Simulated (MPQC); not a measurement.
# GeS (germanium sulfide) at 6 levels

We compute a comparison of 6 runs (HF/STO-3G, HF/3-21G, HF/def2-SVP, PBE/def2-SVPD, MP2/STO-3G, MP2/def2-SVP) of GeS (germanium sulfide). 

Program for the calculation: MPQC 2.3.1.

1 further run of the same task is left out (it didn't finish).

**1. The structure to begin with**

GeS has 2 atoms, charge 0, and is taken as a singlet. As SMILES, `[S+]#[Ge-]`. The bond length is the measured one.

Bond lengths: S1–Ge2 2.012 Å.

**2. Energy and gradient at HF/STO-3G (run 1)**

Input file run.in:

```
% GeS
molecule<Molecule>: (
  symmetry = c1
  unit = angstrom
  { atoms geometry } = {
    S  [ 0.000000     0.000000     0.000000 ]
    Ge [ 0.000000     0.000000     2.012086 ]
  }
)
basis<GaussianBasisSet>: (
  name = "STO-3G"
  molecule = $:molecule
  basisdir = "."
  puream = yes
)
mpqc: (
  checkpoint = no
  savestate = no
  restart = no
  do_energy = yes
  do_gradient = yes
  optimize = no
  mole<CLHF>: (
    molecule = $:molecule
    basis = $:basis
    total_charge = 0
    memory = 1000000000
    print_evals = yes
    maxiter = 120
    value_accuracy = 1e-08
    guess_wavefunction<CLHF>: (
      molecule = $:molecule
      total_charge = 0
      memory = 1000000000
      value_accuracy = 1e-3
      basis<GaussianBasisSet>: (
        name = "3-21G"
        molecule = $:molecule
      )
    )
  )
)
```

The basis set STO-3G is read from a file made from the Basis Set Exchange's data (not shown).

Launch:

```sh
mpqc -o run.out run.in
```

What it wrote:

```text
MPQC: Massively Parallel Quantum Chemistry
[...]
  LUMO is    25   A =   0.198995
  total scf energy = -2444.9074606709
[...]
Value of the MolecularEnergy: -2444.9074606709
  Gradient of the MolecularEnergy:
      1    0.0000000000
      2   -0.0000000000
      3   -0.0917222542
      4   -0.0000000000
      5    0.0000000000
      6    0.0917222542
  Function Parameters:
    value_accuracy    = 6.779770e-09 (1.000000e-08) (computed)
    gradient_accuracy = 6.779770e-07 (1.000000e-06) (computed)
    hessian_accuracy  = 0.000000e+00 (1.000000e-04)
[...]
      symmetry = c1
[...]
```

Wall time 0.3 s (1 thread of Arm Neoverse V1, shared host).

**3. Energy and forces at HF/3-21G (run 2)**

Input file job.in:

```
molecule<Molecule>: (
   symmetry = c1
   unit = bohr
   { atoms geometry } = {
      S  [ 0.00000000   0.00000000   0.00000000 ]
      Ge [ 0.00000000   0.00000000   3.80229148 ]
   }
)
basis<GaussianBasisSet>: (
   name = "3-21G"
   molecule = $:molecule
   basisdir = "."
   puream = yes
)
mpqc: (
   checkpoint = no
   savestate = no
   restart = no
   do_energy = yes
   do_gradient = yes
   optimize = no
   mole<CLHF>: (
      molecule = $:molecule
      basis = $:basis
      total_charge = 0
      memory = 1000000000
      print_evals = yes
      maxiter = 120
      value_accuracy = 1e-08
      guess_wavefunction<CLHF>: (
         molecule = $:molecule
         total_charge = 0
         memory = 1000000000
         value_accuracy = 1e-3
         basis<GaussianBasisSet>: (
            name = "STO-3G"
            molecule = $:molecule
         )
      )
   )
)
```

The basis set 3-21G is read from a file made from the Basis Set Exchange's data (not shown).

Launch:

```sh
mpqc -o job.out job.in
```

What it wrote:

```text
MPQC: Massively Parallel Quantum Chemistry
[...]
  LUMO is    25   A =   0.012712
  total scf energy = -2460.9302333060
[...]
Value of the MolecularEnergy: -2460.9302333060
  Gradient of the MolecularEnergy:
      1   -0.0000000000
      2    0.0000000000
      3    0.0330141926
      4    0.0000000000
      5   -0.0000000000
      6   -0.0330141926
  Function Parameters:
    value_accuracy    = 1.515178e-09 (1.000000e-08) (computed)
    gradient_accuracy = 1.515178e-07 (1.000000e-06) (computed)
    hessian_accuracy  = 0.000000e+00 (1.000000e-04)
[...]
      symmetry = c1
[...]
```

Wall time 0.44 s (1 thread of Arm Neoverse V1, shared host).

**4. Energy and forces at HF/def2-SVP (run 3)**

Input file input.in:

```
% GeS
molecule<Molecule>: (
  symmetry = c1
  unit = angstrom
  { atoms geometry } = {
    S  [ 0.000000 0.000000 0.000000 ]
    Ge [ 0.000000 0.000000 2.012086 ]
  }
)
basis<GaussianBasisSet>: (
  name = "def2-SVP"
  molecule = $:molecule
  basisdir = "."
  puream = yes
)
mpqc: (
  checkpoint = no
  savestate = no
  restart = no
  do_energy = yes
  do_gradient = yes
  optimize = no
  mole<CLHF>: (
    molecule = $:molecule
    basis = $:basis
    total_charge = 0
    memory = 1000000000
    print_evals = yes
    maxiter = 120
    value_accuracy = 1e-08
    guess_wavefunction<ExtendedHuckelWfn>: (
      molecule = $:molecule
      total_charge = 0
      multiplicity = 1
      basis<GaussianBasisSet>: (
        name = "STO-3G"
        molecule = $:molecule
      )
    )
  )
)
```

The basis set def2-SVP is read from a file made from the Basis Set Exchange's data (not shown).

Launch:

```sh
mpqc -o input.out input.in
```

What it wrote:

```text
MPQC: Massively Parallel Quantum Chemistry
[...]
  CLSCF::init: total charge = 0
[...]
  nbasis = 50
[...]
  iter     1 energy = -2289.6949970876 delta = 2.63457e-01
[...]
  LUMO is    25   A =   0.027467
  total scf energy = -2472.5412958052
[...]
Value of the MolecularEnergy: -2472.5412958052
  Gradient of the MolecularEnergy:
      1    0.0000000000
      2   -0.0000000000
      3   -0.0100733704
      4   -0.0000000000
      5    0.0000000000
      6    0.0100733704
  Function Parameters:
    value_accuracy    = 6.072822e-09 (1.000000e-08) (computed)
    gradient_accuracy = 6.072822e-07 (1.000000e-06) (computed)
    hessian_accuracy  = 0.000000e+00 (1.000000e-04)
[...]
      symmetry = c1
[...]
```

It took 1.9 s on 1 thread of Arm Neoverse V1, shared host; peak memory 0.1 GiB.

Runs 4 to 5 aren't shown in full; the table further down has their settings and results.

**5. Energy and gradient at MP2/def2-SVP (run 6)**

Input file mol.in:

```
% emacs should use -*- KeyVal -*- mode
molecule<Molecule>: (
  symmetry = c1
  unit = bohr
  { atoms geometry } = {
    S  [ 0.00000000   0.00000000   0.00000000 ]
    Ge [ 0.00000000   0.00000000   3.80229148 ]
  }
)
basis<GaussianBasisSet>: (
  name = "def2-SVP"
  molecule = $:molecule
  basisdir = "."
  puream = yes
)
mpqc: (
  checkpoint = no
  savestate = no
  restart = no
  do_energy = yes
  do_gradient = yes
  optimize = no
  mole<MBPT2>: (
    molecule = $:molecule
    basis = $:basis
    memory = 1000000000
    method = mp
    nfzc = 14
    reference<CLHF>: (
      molecule = $:molecule
      basis = $:basis
      total_charge = 0
      memory = 1000000000
      print_evals = yes
      maxiter = 120
      value_accuracy = 1e-08
      guess_wavefunction<CLHF>: (
        molecule = $:molecule
        total_charge = 0
        memory = 1000000000
        value_accuracy = 1e-3
        basis<GaussianBasisSet>: (
          name = "STO-3G"
          molecule = $:molecule
        )
      )
    )
  )
)
```

The basis set def2-SVP is read from a file made from the Basis Set Exchange's data (not shown).

Launch:

```sh
mpqc mol.in > mol.out
```

What it wrote:

```text
MPQC: Massively Parallel Quantum Chemistry
[...]
  LUMO is    25   A =   0.027467
  total scf energy = -2472.5412958025
[...]
  MP2 correlation energy [au]:         -0.331779509033
  MP2 energy [au]:                   -2472.873075311504
[...]
Value of the MolecularEnergy: -2472.8730753115
  Gradient of the MolecularEnergy:
      1    0.0000000000
      2    0.0000000000
      3    0.0059303731
      4   -0.0000000000
      5   -0.0000000000
      6   -0.0059303731
[...]
        symmetry = c1
[...]
```

Wall time 4.8 s (1 thread of Arm Neoverse V1, shared host); peak memory 0.16 GiB.

**6. Overview of the runs**

```csv
run,level,starting guess,integration grid,energy (Eh),HOMO energy (eV),LUMO energy (eV),HOMO–LUMO gap (eV),wall time
1,HF/STO-3G,3-21G,–,-2444.907461,-6.43,5.41,11.84,0.3 s
2,HF/3-21G,STO-3G,–,-2460.930233,-10.24,0.35,10.58,0.44 s
3,HF/def2-SVP,huckel STO-3G,–,-2472.541296,-10.19,0.75,10.93,1.9 s
4,PBE/def2-SVPD,3-21G,xfine,-2474.367355,-6.96,-3.16,3.80,36 s
5,MP2/STO-3G,3-21G,–,-2445.004838,-6.43,5.41,11.84,0.68 s
6,MP2/def2-SVP,STO-3G,–,-2472.873075,-10.19,0.75,10.93,4.8 s
```

**7. Results**

| quantity | value |
| --- | --- |
| run 6: total energy | -2472.87308 Eh |
| run 6: HOMO energy (Hartree–Fock orbitals) | -10.19 eV |
| run 6: LUMO energy (Hartree–Fock orbitals) | 0.75 eV |
| run 6: HOMO–LUMO gap (Hartree–Fock orbitals) | 10.93 eV |
| run 6: correlation energy (14 core orbitals frozen) | -331.8 mEh |
| run 6: largest force on an atom | 0.305 eV/Å |

What this shows: Over runs 1, 2, 3, 4 the HOMO–LUMO gap runs from 3.80 eV (PBE/def2-SVPD) to 11.84 eV (HF/STO-3G). The two ends differ in method and basis. In runs 1, 5 the basis is minimal, so the values are rough. All runs together took 44 s, the longest 36 s.
